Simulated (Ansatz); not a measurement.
# BFH₃NSe: small, medium and large basis sets

Aim: see how fast density functionals converge with the basis set for BFH₃NSe.

Method: one geometry, several basis sets; program: Ansatz 0.2.0, Gaussian basis.

Plan: PBE0-D4/def2-SVP; ωB97M-V/def2-SVP; PBE0-D4/def2-QZVPP; ωB97M-V/def2-QZVPP; the functionals' def2-TZVPP values are taken from earlier runs.

## Step 1: The geometry

All runs share one geometry, relaxed beforehand with PBE0-D4 in a triple-zeta def2 set.

SMILES `NB(F)[SeH]`, 7 atoms, charge 0, spin multiplicity 1.

Atoms are counted from 1 here; the program's logs count them from 0.

Bond lengths: N1–B2 1.392 Å, N1–H5 1.003 Å, N1–H6 1.006 Å, B2–F3 1.335 Å, B2–Se4 1.968 Å, Se4–H7 1.465 Å. Angles: B2–N1–H5 124.0°, B2–N1–H6 121.4°, H5–N1–H6 114.6°, N1–B2–F3 119.3°, N1–B2–Se4 121.3°, F3–B2–Se4 119.3°, B2–Se4–H7 93.2°.

## Step 2: PBE0-D4 in def2-SVP

The input, in.yaml:

```yaml
crystal:
  periodic: [false, false, false]
  atoms:
    - {symbol: N, position_ang: [-0.555520, 0.680660, 0.839843]}
    - {symbol: B, position_ang: [0.205446, -0.192809, 0.067289]}
    - {symbol: F, position_ang: [1.102402, -0.981814, 0.663935]}
    - {symbol: Se, position_ang: [-0.014719, -0.287876, -1.885554]}
    - {symbol: H, position_ang: [-1.246714, 1.303646, 0.464595]}
    - {symbol: H, position_ang: [-0.444839, 0.729865, 1.838357]}
    - {symbol: H, position_ang: [1.015245, -1.319670, -2.034265]}
basis:
  gaussian: {orbitals: def2-SVP}
hamiltonian: {xc: pbe0, dispersion: d4}
output: {orbitals: {seedname: orbitals}}
```

Launch:

```
ansatz run in.yaml --threads 2 --pin off --events-out ev --progress --plain --max-ram 4352MiB
```

Further steps of the session: ωB97M-V in def2-SVP; PBE0-D4 in def2-QZVPP; ωB97M-V in def2-QZVPP.

**Question.** What will the summary of the whole plan be? Wanted: PBE0-D4: double and triple zeta above quadruple; ωB97M-V: double and triple zeta above quadruple.

The runs gave:

| quantity | value |
| --- | --- |
| PBE0-D4: double and triple zeta above quadruple | 15.49, 1.64 eV |
| ωB97M-V: double and triple zeta above quadruple | 15.54, 1.58 eV |

For PBE0-D4 the step from double to triple zeta gains 13.84 eV and the next only 1.64 eV. Total energies overstate the basis error of differences, where much of it tends to cancel. The LUMO of ωB97M-V is positive and keeps falling with the basis (2.55 to 1.44 eV): an unbound level that the basis holds in place.
